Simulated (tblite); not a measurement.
**CH5BO2Te (SMILES C[Te]B(O)O) at GFN1-xTB**

Aim: a structure relaxation of CH5BO2Te. The job is set up through a Python script.

The calculation is run with tblite 0.8.0.

34 further runs of the same task are left out: 34 set aside as unsound or not needed.

**1. Starting point**

The species is CH5BO2Te (10 atoms), meant as a singlet with charge 0. As SMILES, `C[Te]B(O)O`. The coordinates come from a PBE0-D4/def2-TZVP relaxation. This is one conformer, not always the lowest. The run starts from this shape.

Bond lengths: C1–Te2 2.142 Å, Te2–B3 2.177 Å, B3–O4 1.364 Å, B3–O5 1.356 Å, C1–H6 1.088 Å, C1–H7 1.086 Å, C1–H8 1.086 Å, O4–H9 0.958 Å, O5–H10 0.963 Å. Some angles: C1–Te2–B3 95.1°, Te2–B3–O4 123.1°, Te2–B3–O5 117.9°, O4–B3–O5 119.1°, Te2–C1–H6 107.1°, Te2–C1–H7 109.1°, Te2–C1–H8 109.1°, B3–O4–H9 115.2°, B3–O5–H10 111.8°, H6–C1–H7 110.5°.

**2. A geometry optimisation at GFN1-xTB**

Input file input.xyz:

```xyz
10

C     -0.823000    -1.655400    -0.675800
Te    -1.557300     0.237400     0.007100
B      0.409400     1.067900     0.432400
O      0.595300     2.326900     0.922400
O      1.492700     0.286700     0.195200
H     -1.689500    -2.253300    -0.951400
H     -0.272000    -2.133600     0.129100
H     -0.181100    -1.497100    -1.537800
H     -0.206700     2.830500     1.068600
H      2.315100     0.738900     0.413100
```

Input file calc.py:

```python
import json
import numpy as np
from tblite.interface import Calculator
from tblite.interface import symbols_to_numbers
from scipy.optimize import minimize

symbols = list(map(str, np.loadtxt("input.xyz", skiprows=2, usecols=0, dtype=str, ndmin=1)))
numbers = np.array(symbols_to_numbers(symbols))
positions = np.loadtxt("input.xyz", skiprows=2, usecols=(1, 2, 3), ndmin=2) / 0.52917721

tb = Calculator("GFN1-xTB", numbers, positions, charge=0, uhf=0)
tb.set("verbosity", 0)
tb.set("accuracy", 0.01)
last, frames, energies, grads = [None], [], [], []

def fun(x):
    tb.update(x.reshape(-1, 3))
    last[0] = tb.singlepoint(last[0])
    return float(last[0].get('energy')), last[0].get('gradient').ravel()

def show(x):
    e, g = fun(x)
    frames.append(x.reshape(-1, 3).tolist())
    energies.append(e)
    grads.append(g.reshape(-1, 3).tolist())
    print(f"{len(energies) - 1:4d} {e:16.9f} {np.abs(g).max():12.3e} {np.linalg.norm(g):12.3e}")

print("step      energy/Eh       max grad     grad norm")
show(positions.ravel())
opt = minimize(fun, positions.ravel(), jac=True, method="BFGS", callback=show, options={"gtol": 3e-05, "maxiter": 500})
print("converged:", opt.success, "-", opt.message)
fun(opt.x)
sp = last[0]
final = opt.x.reshape(-1, 3)
print("final geometry (angstrom)")
for s, p in zip(symbols, final * 0.529177210903):
    print(f"{s:<2} {p[0]:12.6f} {p[1]:12.6f} {p[2]:12.6f}")
print(f"Energy: {sp.get('energy') * 627.5095:.8f} kcal/mol")
eps = np.atleast_2d(sp.get("orbital-energies")) * 27.211386
occ = np.atleast_2d(sp.get("orbital-occupations"))
filled = occ.sum(axis=0) if eps.shape[0] == 1 else occ[0]
homo = np.nonzero(filled > 0.5)[0].max()
print(f"HOMO {eps[0, homo]:.4f} eV")
if homo + 1 < eps.shape[1]:
    print(f"LUMO {eps[0, homo + 1]:.4f} eV, gap {eps[0, homo + 1] - eps[0, homo]:.4f} eV")
mu = sp.get("dipole") * 2.541746
print(f"|mu|: {np.linalg.norm(mu):.4f} D, components " + " ".join(f"{c:.4f}" for c in mu))
q = sp.get("charges")
print("Charges:", " ".join(f"{s}{i + 1}={c:+.4f}" for i, (s, c) in enumerate(zip(symbols, q))))
out = {k: np.asarray(sp.get(k)).tolist() for k in ("energy", "gradient", "charges", "dipole", "orbital-energies", "orbital-occupations")}
out.update(symbols=symbols, positions=(positions * 0.529177210903).tolist(), final=final.tolist(), frames=frames, step_energies=energies, grads=grads, success=bool(opt.success))
json.dump(out, open("results.json", "w"))
```

Command:

```bash
$ python calc.py
```

**Question.** What will come out? Wanted: total energy at the end; dipole moment; HOMO energy; LUMO energy; HOMO–LUMO gap.

**Answer.** As computed:

Level: GFN1-xTB.

| quantity | value |
| --- | --- |
| total energy at the end | -19.49925 Eh |
| dipole moment | 2.05 D |
| HOMO energy | -9.77 eV |
| LUMO energy | -5.60 eV |
| HOMO–LUMO gap | 4.17 eV |

At the final geometry: Bond lengths: C1–Te2 2.159 Å, Te2–B3 2.164 Å, B3–O4 1.375 Å, B3–O5 1.363 Å, C1–H6 1.083 Å, C1–H7 1.083 Å, C1–H8 1.083 Å, O4–H9 0.957 Å, O5–H10 0.961 Å. Some angles: C1–Te2–B3 92.4°, Te2–B3–O4 123.6°, Te2–B3–O5 118.2°, O4–B3–O5 118.2°, Te2–C1–H6 107.7°, Te2–C1–H7 109.6°, Te2–C1–H8 109.6°, B3–O4–H9 117.3°, B3–O5–H10 114.2°, H6–C1–H7 110.1°. The optimisation took 48 steps and changed the energy by -0.019 eV. Mulliken charges run from -0.59 on O4 to +0.53 on B3.
